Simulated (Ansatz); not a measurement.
The system is SnTe3.

```
Te Sn
1.0
     0.00000    3.86122    3.86122
     3.86122    0.00000    3.86122
     3.86122    3.86122    0.00000
Te Sn
3 1
Direct
  0.50000 0.50000 0.50000
  0.75000 0.75000 0.75000
  0.25000 0.25000 0.25000
  0.00000 0.00000 0.00000
```

The cell comes from a database or a generator and needn't be the stable form of this composition.

| Property | Result |
| --- | --- |
| Program | Ansatz 0.2.0 |
| Task | relaxation of cell and atoms |
| Functional | PBE0 |
| Potentials or basis | Ansatz PAW |
| Cutoff | 420 eV (not typed: the program's choice for these potentials) |
| k mesh | 4 × 4 × 4 |
| Occupations | fermi-dirac, width 0.05 eV |
| Spin | no spin polarisation |

At the start: volume 28.78 Å³/atom.

Q: How do energy, volume and symmetry change on relaxing?

A: It ends after 5 steps and the volume is 27.80 Å³/atom (-3.4 %); space group Fm-3m (No. 225, to 0.05 Å).

The path:
| step | energy change (eV) | largest force (eV/Å) | volume (Å³) |
| --- | --- | --- | --- |
| 1 | 0.0000 | 0.0000 | 115.13 |
| 2 | -0.0211 | 0.0000 | 109.58 |
| 3 | -0.0252 | 0.0000 | 111.32 |
| 4 | -0.0252 | 0.0000 | 111.21 |
| 5 | -0.0242 | 0.0000 | 111.21 |

Final structure:
```cif
data_structure
_symmetry_space_group_name_H-M 'P 1'
_symmetry_Int_Tables_number 1
_cell_length_a 5.3979
_cell_length_b 5.3979
_cell_length_c 5.3979
_cell_angle_alpha 60.000
_cell_angle_beta 60.000
_cell_angle_gamma 60.000
_cell_volume 111.21
loop_
_atom_site_label
_atom_site_type_symbol
_atom_site_fract_x
_atom_site_fract_y
_atom_site_fract_z
_atom_site_occupancy
Te1 Te 0.50000 0.50000 0.50000 1
Te2 Te 0.75000 0.75000 0.75000 1
Te3 Te 0.25000 0.25000 0.25000 1
Sn1 Sn 0.00000 0.00000 0.00000 1
```

Caveat: the plane-wave basis is chosen anew once the cell has moved, so the energies of steps on either side of that aren't comparable; the PAW data sets come from PBE, with cores solved anew for the run's functional, which leaves a small shift of forces and pressure.
